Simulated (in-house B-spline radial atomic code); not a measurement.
**Excited states and polarisability of As³⁺ by several methods**

Aim: excitation energies, oscillator strengths, polarisability and C6 of As³⁺ by linear response on several mean fields, with the cost of each.

The numbers are computed with in-house B-spline radial atomic code version 1 (linear response of a closed shell, each method with its own adiabatic kernel; spin-free one-electron X2C, finite nucleus; B-spline basis; no spin-orbit coupling, no double excitations; only terms of natural parity, (−1)^L, with L up to 3 are computed), except any that are marked as measured or tabulated.

## (1) The system

```
element       : arsenic (Z = 33)
charge        : +3
configuration : [Ar] 3d10 4s2
runs          : TDHF; BSE on G0W0@HF; LDA (VWN5); PBE; PBE0; B3LYP; CAM-B3LYP; LC-ωPBE; ωB97X; HSE06; BHandHLYP; BLYP; PBEsol; BP86; exchange-only LDA; B97-1; RPBE; OLYP
```

Outer shells as boxes (Hund's rule):

As³⁺
```
[Ar] core
3d [↑↓][↑↓][↑↓][↑↓][↑↓]
4s [↑↓]
```

## (2) TDHF

The run's settings:

```ini
Z = 33
electrons = 30.0
configuration = [Ar] 3d10 4s2
hamiltonian = x2c
method = hf
box_radius = 23.08
rms_radius = 4.0968
intervals = 72
```

The run is started by

```console
$ python run_td.py task.json out
```

task.json lists these runs, among others, and the program works through them in turn.

## (3) BSE on G0W0@HF

Changes to the settings of step 2:

```diff
@@ -4,3 +4,3 @@
 hamiltonian = x2c
-method = hf
+method = bse
 box_radius = 23.08
```

## (4) LDA (VWN5)

Changes to the settings of step 3:

```diff
@@ -4,3 +4,3 @@
 hamiltonian = x2c
-method = bse
+method = lda,vwn
 box_radius = 23.08
```

## (5) PBE

Changes to the settings of step 4:

```diff
@@ -4,3 +4,3 @@
 hamiltonian = x2c
-method = lda,vwn
+method = pbe,pbe
 box_radius = 23.08
```

## (6) PBE0

Changes to the settings of step 5:

```diff
@@ -4,3 +4,3 @@
 hamiltonian = x2c
-method = pbe,pbe
+method = pbe0
 box_radius = 23.08
```

## (7) B3LYP

Changes to the settings of step 6:

```diff
@@ -4,3 +4,3 @@
 hamiltonian = x2c
-method = pbe0
+method = b3lyp
 box_radius = 23.08
```

## (8) CAM-B3LYP

Changes to the settings of step 7:

```diff
@@ -4,3 +4,3 @@
 hamiltonian = x2c
-method = b3lyp
+method = camb3lyp
 box_radius = 23.08
```

## (9) LC-ωPBE

Changes to the settings of step 8:

```diff
@@ -4,3 +4,3 @@
 hamiltonian = x2c
-method = camb3lyp
+method = lc_wpbe
 box_radius = 23.08
```

## (10) ωB97X

Changes to the settings of step 9:

```diff
@@ -4,3 +4,3 @@
 hamiltonian = x2c
-method = lc_wpbe
+method = wb97x
 box_radius = 23.08
```

## (11) HSE06

Changes to the settings of step 10:

```diff
@@ -4,3 +4,3 @@
 hamiltonian = x2c
-method = wb97x
+method = hse06
 box_radius = 23.08
```

## (12) BHandHLYP

Changes to the settings of step 11:

```diff
@@ -4,3 +4,3 @@
 hamiltonian = x2c
-method = hse06
+method = bhandhlyp
 box_radius = 23.08
```

## (13) BLYP

Changes to the settings of step 12:

```diff
@@ -4,3 +4,3 @@
 hamiltonian = x2c
-method = bhandhlyp
+method = b88,lyp
 box_radius = 23.08
```

## (14) PBEsol

Changes to the settings of step 13:

```diff
@@ -4,3 +4,3 @@
 hamiltonian = x2c
-method = b88,lyp
+method = pbesol
 box_radius = 23.08
```

## (15) BP86

Changes to the settings of step 14:

```diff
@@ -4,3 +4,3 @@
 hamiltonian = x2c
-method = pbesol
+method = b88,p86
 box_radius = 23.08
```

## (16) exchange-only LDA

Changes to the settings of step 15:

```diff
@@ -4,3 +4,3 @@
 hamiltonian = x2c
-method = b88,p86
+method = lda,
 box_radius = 23.08
```

## (17) B97-1

Changes to the settings of step 16:

```diff
@@ -4,3 +4,3 @@
 hamiltonian = x2c
-method = lda,
+method = b97_1
 box_radius = 23.08
```

## (18) RPBE

Changes to the settings of step 17:

```diff
@@ -4,3 +4,3 @@
 hamiltonian = x2c
-method = b97_1
+method = rpbe,pbe
 box_radius = 23.08
```

## (19) OLYP

Changes to the settings of step 18:

```diff
@@ -4,3 +4,3 @@
 hamiltonian = x2c
-method = rpbe,pbe
+method = optx,lyp
 box_radius = 23.08
```

**Question.** What will these runs give? Wanted: for each run, threshold; 4s→4p ¹P; 4s→4p ³P, Tamm-Dancoff; α; C6.

As calculated:

```tsv
run	threshold (eV)	4s→4p ¹P (eV)	4s→4p ³P, Tamm-Dancoff (eV)	α (bohr³)	C6 (hartree bohr⁶)	time
TDHF	48.090	13.201	8.316	7.751	25.25	1.8 s
BSE on G0W0@HF	49.854	14.041	9.422	6.897	21.46	2.7 s
LDA (VWN5)	44.847	14.407	10.370	6.530	20.32	1.3 s
PBE	44.415	14.220	10.045	6.717	21.12	1.6 s
PBE0	45.573	13.920	9.677	6.992	22.18	2.3 s
B3LYP	45.618	14.194	9.917	6.735	21.13	2.3 s
CAM-B3LYP	47.349	14.135	9.842	6.774	21.28	3 s
LC-ωPBE	48.722	13.821	9.551	7.029	22.36	2.7 s
ωB97X	48.376	14.090	10.542	6.800	21.37	3 s
HSE06	45.303	13.987	9.768	6.923	21.89	2.7 s
BHandHLYP	46.812	13.880	9.478	7.032	22.28	2.2 s
BLYP	44.527	14.419	10.134	6.539	20.39	1.5 s
PBEsol	44.446	14.172	9.962	6.753	21.27	1.5 s
BP86	44.644	14.221	10.004	6.712	21.10	1.5 s
exchange-only LDA	43.423	14.348	9.718	6.591	20.63	1.3 s
B97-1	45.309	14.004	10.199	6.916	21.88	2.1 s
RPBE	44.214	14.046	9.822	6.885	21.84	1.6 s
OLYP	43.992	13.884	9.394	7.045	22.45	1.6 s
```

In words: α runs from 6.53 (LDA (VWN5)) to 7.75 bohr³ (TDHF). The semilocal functionals put the threshold at 43.4 to 44.8 eV, under Hartree-Fock's 48.1 eV, through self-interaction. In this BSE only levels near the gap carry their own quasi-particle shift; deeper ones move rigidly and higher empty ones not at all. The dearest run, CAM-B3LYP, took 2.3 times as long as LDA (VWN5).
